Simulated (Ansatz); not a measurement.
# Ga₂H₄F₂: up Jacob's ladder to CCSD(T)

Aim: compute Ga₂H₄F₂ with functionals from several rungs and with coupled cluster, and see how far each lands from CCSD(T) at the basis-set limit for the atomisation energy.

The runs use Ansatz 0.2.0, Gaussian basis; functionals in def2-TZVPP, the program's frozen cores in correlated methods.

Plan: LDA (SPW92), PBE-D4, revPBE-D4, BLYP-D4, r2SCAN-D4, B97M-V, PBE0-D4, B3LYP-D4, r2SCANh-D4, r2SCAN0-D4, HSE06-D4, BHLYP-D4, CAM-B3LYP-D4, LC-ωPBE, ωB97X-V, ωB97M-V, B2PLYP, PBE-QIDH; CCSD(T)/def2-SVP; CCSD(T)/def2-TZVPP; MP2/def2-QZVPP; extrapolation to the limit; RPA on PBE.

### 1 Structure used throughout

The geometry comes from an earlier relaxation with PBE0-D4 in a triple-zeta def2 set; it is a stationary point, not always the lowest conformer.

SMILES `[F+]1[GaH2-][F+][GaH2-]1`, 8 atoms, charge 0, spin multiplicity 1.

Atoms are counted from 1 here; the program's logs count them from 0.

Bond lengths: F1–Ga2 1.943 Å, F1–Ga4 1.943 Å, Ga2–F3 1.943 Å, Ga2–H5 1.552 Å, Ga2–H6 1.552 Å, F3–Ga4 1.943 Å, Ga4–H7 1.552 Å, Ga4–H8 1.552 Å. Angles: Ga2–F1–Ga4 100.6°, F1–Ga2–F3 79.4°, F1–Ga2–H5 107.1°, F1–Ga2–H6 107.1°, F3–Ga2–H5 107.1°, F3–Ga2–H6 107.1°, H5–Ga2–H6 135.0°, Ga2–F3–Ga4 100.6°, F1–Ga4–F3 79.4°, F1–Ga4–H7 107.1°, F1–Ga4–H8 107.1°, F3–Ga4–H7 107.1°, F3–Ga4–H8 107.1°, H7–Ga4–H8 135.0°.

### 2 LDA

This LDA is Slater exchange with PW92 correlation.

The input, in.yaml:

```yaml
crystal:
  periodic: [false, false, false]
  atoms:
    - {symbol: F, position_ang: [-0.773112, 0.049145, 0.969968]}
    - {symbol: Ga, position_ang: [0.083905, 1.492329, -0.008614]}
    - {symbol: F, position_ang: [0.773273, -0.049150, -0.969857]}
    - {symbol: Ga, position_ang: [-0.083903, -1.492333, 0.008605]}
    - {symbol: H, position_ang: [-1.001383, 2.143504, -0.906898]}
    - {symbol: H, position_ang: [1.235977, 2.028259, 0.882623]}
    - {symbol: H, position_ang: [1.001351, -2.143730, 0.906765]}
    - {symbol: H, position_ang: [-1.236107, -2.028025, -0.882601]}
basis:
  gaussian: {orbitals: def2-TZVPP}
hamiltonian: {xc: lda}
output: {orbitals: {seedname: orbitals}}
```

Launch:

```bash
$ ansatz run in.yaml --threads 4 --pin off --events-out ev --progress --plain --max-ram 10444MiB
```

Further steps of the session: PBE-D4 (GGA); revPBE-D4 (GGA); BLYP-D4 (GGA); r2SCAN-D4 (meta-GGA); B97M-V (meta-GGA); B3LYP-D4 (hybrid); r2SCANh-D4 (hybrid); r2SCAN0-D4 (hybrid); HSE06-D4 (hybrid); BHLYP-D4 (hybrid); CAM-B3LYP-D4 (range-separated); LC-ωPBE (range-separated); ωB97X-V (range-separated); ωB97M-V (range-separated); B2PLYP (double hybrid); PBE-QIDH (double hybrid); CCSD(T) in def2-SVP; CCSD(T) in def2-TZVPP; MP2 in def2-QZVPP; RPA on PBE orbitals.

**Question.** What will the summary of the whole plan be? Wanted: atomisation energy, CCSD(T)/CBS; farthest beyond LDA; mean size of error, GGA; mean size of error, meta-GGA; mean size of error, hybrid; mean size of error, range-separated; mean size of error, double hybrid; gap, smallest and largest; T1 diagnostic.

**Answer**, as computed:

| quantity | value |
| --- | --- |
| atomisation energy, CCSD(T)/CBS | 2283.2 kJ/mol |
| functionals within 22.8 kJ/mol (1.0 %) | r2SCAN-D4, B97M-V, CAM-B3LYP-D4, LC-ωPBE, ωB97X-V |
| farthest beyond LDA | revPBE-D4 (-114.1 kJ/mol) |
| mean size of error, GGA | 80.7 kJ/mol |
| mean size of error, meta-GGA | 4.8 kJ/mol |
| mean size of error, hybrid | 65.0 kJ/mol |
| mean size of error, range-separated | 16.1 kJ/mol |
| mean size of error, double hybrid | 46.8 kJ/mol |
| gap, smallest and largest | 5.58 eV (LDA (SPW92)), 12.83 eV (LC-ωPBE) |
| T1 diagnostic | 0.0132 |
| triples share of the correlation energy | 3.2 % |

In words: The LDA atomisation energy is off by 282.9 kJ/mol (12 %): it overbinds. PBE-D4 misses by -51.2 kJ/mol. Double hybrids carry the basis error of their MP2 part in triple zeta, and no dispersion term here, so their miss is partly the set-up's. The rungs meta-GGA, range-separated miss on average by less than the doubt on the reference (22.8 kJ/mol), so they tie. The reference freezes the cores and leaves out relativity and excitations past (T), and its outer-core shells are covered unevenly, so misses under about 22.8 kJ/mol can't be ranked. Hartree-Fock recovers 74 % of the binding; the rest is correlation. CCSD(T) in def2-SVP is off by -96.7 kJ/mol, which most functionals beat. Orbital gaps span 5.6 to 12.8 eV; exact exchange widens them. Correlated methods include outer-core shells of Ga, which these sets cover unevenly.
